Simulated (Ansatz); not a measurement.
# K: the cost of one run

Program: Ansatz 0.2.0 through its Python package. Level of theory: DFT PBEsol+D3(BJ) with three-body term, plane waves, PAW. These are calculated values, not measurements.

This is K in the diamond structure; at room conditions it is bcc.

## 1. The system

K Fd-3m: It takes space group Fd-3m (No. 227, cubic). The conventional cell has a = 9.050 Å, b = 9.050 Å, c = 9.050 Å, α = 90.00°, β = 90.00°, γ = 90.00°. K (site symmetry -43m) is surrounded by 4 K at 3.92 Å.

K Fm-3m: Symmetry: Fm-3m, No. 225, cubic system. Conventional cell: a = 6.580 Å, b = 6.580 Å, c = 6.580 Å, α = 90.00°, β = 90.00°, γ = 90.00°.

The script holds or builds the structure itself.

## 2. Script

k_transition.py

```python
# -*- coding: utf-8 -*-
"""Pressure at which two phases of K cross."""

import warnings

import ansatz as az
import numpy as np


def diamond(a_site, a):
    return (
        az.Lattice.fcc(a)
        .space_group(227, origin_choice=1)
        .atom(a_site, [0, 0, 0])
        .primitive()
    )


def fcc(A, a):
    return (
        az.Lattice.fcc(a)
        .space_group(225)
        .atom(A, [0, 0, 0])
        .primitive()
    )


def ground_state(name, crystal, pressure=0.0):
    calc = (
        crystal.calculation()
        .functional(az.Functional.PBESOL, dispersion="d3bjatm")
        .basis(630, density_ratio=6)
        .accuracy("medium")
        .scf(max_iterations=60)
        .kpoints(spacing=0.3)
        .occupations("cold", width=0.05)  # fractional filling near the Fermi level
    )
    calc = calc.relax(force_tolerance=0.01, cell=True, pressure=pressure)
    return calc.run(threads=1)


def volume_per_atom(outcome):
    return abs(np.linalg.det(outcome.lattice.cell_ang)) / len(outcome.lattice.sites)

warnings.simplefilter("ignore")

phases = {}
phases["diamond"] = diamond("K", 9.05)
phases["fcc"] = fcc("K", 6.58)

# H = E + PV, with 1 eV per cubic angstrom equal to 160.2 GPa
pressures = [0, 10, 20, 30]
enthalpy, volume = {name: [] for name in phases}, {name: [] for name in phases}
for p in pressures:
    for name, crystal in phases.items():
        o = ground_state(name, crystal, pressure=p)
        volume[name].append(volume_per_atom(o))
        enthalpy[name].append(o.report["energy_sigma0_ev"] / len(o.lattice.sites) + p * volume[name][-1] / 160.21766)
gap = np.array(enthalpy["fcc"]) - np.array(enthalpy["diamond"])
rows = [(p, va, vb, 1000 * d) for p, va, vb, d in zip(pressures, volume["diamond"], volume["fcc"], gap)]
print("   P (GPa)  V diamond (A^3/atom)  V fcc (A^3/atom)  H(fcc) - H(diamond) (meV/atom)")
for row in rows:
    print(f"{row[0]:10d}  {row[1]:20.3f}  {row[2]:16.3f}  {row[3]:+30.1f}")
crossings = [p0 - g0 * (p1 - p0) / (g1 - g0) for p0, p1, g0, g1 in zip(pressures, pressures[1:], gap, gap[1:]) if g0 * g1 < 0]
print("crossing near", [round(float(p), 1) for p in crossings], "GPa") if crossings else print("no crossing in this range")
```

## 3. The input behind the calls

The engine receives this input (first run):

```yaml
crystal:
  lattice:
    bravais: fcc
    a: 9.05
  space_group: 227
  setting:
    origin_choice: 1
  atoms:
    - { symbol: K, position: [0.0, 0.0, 0.0] }
  reduce_to_primitive: true
accuracy: medium
basis:
  ecutwfc: 630.0
  ecutrho_ratio: 6
kpoints:
  mp_grid:
    kspacing: 0.3
hamiltonian:
  xc: pbesol
  dispersion: d3bjatm
scf:
  max_iter: 60
  occupations:
    method: cold
    width: 0.05
relax:
  f_tol: 0.01
  cell:
    p_target: 0.0
```

## 4. Launch

The run is started by

```sh
> python k_transition.py
```

What time and memory should one allow on 1 thread of Arm Neoverse V1, shared host?

About 2.4 min, with a peak of 0.73 GiB.
